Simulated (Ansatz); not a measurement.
# F2H2Si: the cost of one run

Method: PBE0-D4/def2-TZVP structures, single points in def2-TZVPP, no counterpoise correction; program: Ansatz 0.2.0, Gaussian basis.

Levels: SPW92, PBE-D4, BLYP-D4, r2SCAN-D4, B97M-V, PBE0-D4, B3LYP-D4, r2SCAN0-D4, BHLYP-D4, CAM-B3LYP-D4, wB97X-V, wB97M-V, B2PLYP, PBE-QIDH, RPA on PBE, Hartree-Fock, MP2, CCSD, CCSD(T).

Correlated methods freeze the cores. B3LYP uses VWN-RPA correlation. B2PLYP carries no dispersion term here.

94 further runs of the same task are left out: 94 set aside as unsound or not needed.

## (1) The starting structure

The complex: 10 atoms, charge 0, spin multiplicity 1.

Atoms are counted from 1 here; the program's logs count them from 0.

Bond lengths: Si1–F3 1.586 Å, Si1–F4 1.586 Å, Si1–H5 1.474 Å, Si1–H7 1.474 Å, C2–H6 1.090 Å, C2–H8 1.090 Å, C2–H9 1.090 Å, C2–H10 1.090 Å. Angles: F3–Si1–F4 107.7°, F3–Si1–H5 108.4°, F3–Si1–H7 108.4°, F4–Si1–H5 108.7°, F4–Si1–H7 108.7°, H5–Si1–H7 114.8°, H6–C2–H8 109.7°, H6–C2–H9 109.7°, H6–C2–H10 109.2°, H8–C2–H9 109.7°, H8–C2–H10 109.2°, H9–C2–H10 109.3°.

Coordinates:

```mol
CH6F2Si
  3D, bonds by distance, orders not assigned

 10  8  0  0  0  0  0  0  0  0999 V2000
   -0.9603   -0.7043   -1.3907 Si  0  0
    0.9657    0.7574    1.4047 C   0  0
   -1.8143   -1.2609   -2.6061 F   0  0
   -0.2976   -1.9454   -0.6578 F   0  0
   -1.8747   -0.0335   -0.4491 H   0  0
    1.3518    1.2381    0.5057 H   0  0
    0.1116    0.1523   -1.9298 H   0  0
   -0.0640    1.0714    1.5762 H   0  0
    1.0055   -0.3258    1.2890 H   0  0
    1.5765    1.0508    2.2580 H   0  0
  1  3  8  0
  1  4  8  0
  1  5  8  0
  1  7  8  0
  2  6  8  0
  2  8  8  0
  2  9  8  0
  2 10  8  0
M  END
```

Its parts: SiH2F2 holds atoms 1, 3, 4, 5, 7; CH4 holds atoms 2, 6, 8, 9, 10. Each part counts its atoms afresh in its own runs.

## (2) Relaxing SiH2F2 alone

File relax-a/in.yaml:

```yaml
crystal:
  periodic: [false, false, false]
  atoms:
    - {symbol: Si, position_ang: [-0.960284, -0.704342, -1.390735]}
    - {symbol: F, position_ang: [-1.814278, -1.260896, -2.606067]}
    - {symbol: F, position_ang: [-0.297599, -1.945435, -0.657798]}
    - {symbol: H, position_ang: [-1.874750, -0.033537, -0.449075]}
    - {symbol: H, position_ang: [0.111560, 0.152269, -1.929772]}
basis:
  gaussian: {orbitals: def2-TZVP}
hamiltonian: {xc: pbe0, dispersion: d4}
relax: {f_tol: 0.005, max_steps: 200}
```

Command:

```console
$ ansatz run in.yaml --threads 4 --pin off --events-out ev --progress --plain --max-ram 9574MiB
```

**Question.** How long does this run take on 4 threads of Arm Neoverse V1, shared host?

About 3 s.
